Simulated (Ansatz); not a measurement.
# As2H+ (singlet): from Hartree-Fock to the top rungs, cc-pVDZ

One table from this session's results is given with a row withheld; the runs are named, their logs left out.

The runs use Ansatz 0.2.0, Gaussian basis; cc-pVDZ, core rule «outside noble gas», up to 28 orbitals frozen.

The runs, in order: UHF; CCSD(T) on RHF; CCSD(T) on UHF; BCCD(T) on RHF; CISD; CCSDT(Q) on RHF; CCSDT(Q) on UHF; CASSCF and MRCISD+Q, 10 electrons in 9 orbitals; CASSCF and NEVPT2, 10 electrons in 9 orbitals.

20 further runs of the same task are left out: 9 that didn't finish, 11 set aside as unsound or not needed. Runs told in other sessions of the task aren't counted.

### The geometry

The geometry is a PBE0/def2-TZVP stationary point (not a proven minimum) of the parent state, kept for this charge and spin. No spin-orbit coupling is included. The filled d shell of As may be among the frozen orbitals whatever the setting's name suggests.

3 atoms, charge 1, spin multiplicity 1.

Atoms are counted from 1 here; the program's logs count them from 0.

Bond lengths: As1–As2 2.222 Å, As1–H3 1.535 Å. Angles: As2–As1–H3 94.2°.

As a file:

```xyz
3
charge 1, multiplicity 1
As    0.0000   -0.0354    1.1025
As    0.0000    0.0154   -1.1193
H     0.0000    1.4920    1.2500
```

Set-up of the first run:

Input file in.yaml:

```yaml
crystal:
  periodic: [false, false, false]
  atoms:
    - {symbol: As, position_ang: [0.000000, -0.035432, 1.102516]}
    - {symbol: As, position_ang: [0.000000, 0.015359, -1.119333]}
    - {symbol: H, position_ang: [0.000000, 1.492029, 1.250029]}
basis:
  gaussian: {orbitals: cc-pVDZ}
total_charge: 1
magnetization: {spin_polarized: true, initial_magnetization: 0}
hamiltonian: {xc: hf}
output: {orbitals: {seedname: orbitals}}
```

Started as:

```bash
$ ansatz run in.yaml --threads 1 --pin off --events-out ev --progress --plain --max-ram 2393MiB
```

Among the steps run: UHF; CCSD(T) on RHF; CCSD(T) on UHF; BCCD(T) on RHF; CISD; CCSDT(Q) on RHF; CCSDT(Q) on UHF; CASSCF and MRCISD+Q, 10 electrons in 9 orbitals; CASSCF and NEVPT2, 10 electrons in 9 orbitals.

One of the session's tables, all rows but one given; the rest of the session is left out.

It belongs to the step «Misses and costs». 

| method | from RCCSDT(Q) (meV) |
| --- | --- |
| RHF | +6389.4 |
| UHF | +6109.4 |
| RMP2 | +1341.4 |
| UMP2 | +1864.7 |
| CISD | +996.9 |
| RCCSD | +398.4 |
| UCCSD | +477.7 |
| RCCSD(T) | +79.0 |
| UCCSD(T) | +152.5 |
| BCCD(T) | +83.1 |
| RCCSDT | +42.7 |
| UCCSDT | +58.8 |
| RCCSDT(Q) | 0 |
| UCCSDT(Q) | +6.2 |
| CASSCF valence | ? |
| NEVPT2 valence | +798.9 |
| MRCISD valence | +253.7 |
| MRCISD+Q valence | -0.6 |

Estimate the missing values for CASSCF valence.

As computed: from RCCSDT(Q) (meV): +3688.8. In the column «from RCCSDT(Q) (meV)» it lies between UMP2 (+1864.7) and UHF (+6109.4).

Limits of these values: The determinant of HF (⟨S²⟩ 1.02) is far from a pure spin state, so its energy mixes those of several spin states; that is harmless only where they are near-degenerate. The determinant of CCSD(T) (⟨S²⟩ 1.02) is far from a pure spin state, so its energy mixes those of several spin states; high orders of coupled cluster remove much of that, low ones don't. The determinant of CCSDT(Q) (⟨S²⟩ 1.02) is far from a pure spin state, so its energy mixes those of several spin states; high orders of coupled cluster remove much of that, low ones don't. Warnings: restricted reference is unstable; spin contamination; large T1 diagnostic. Restricted and unrestricted rows rest on different reference determinants; a gap between their highest levels can come from leftover correlation error, from unlike frozen cores or from another state.
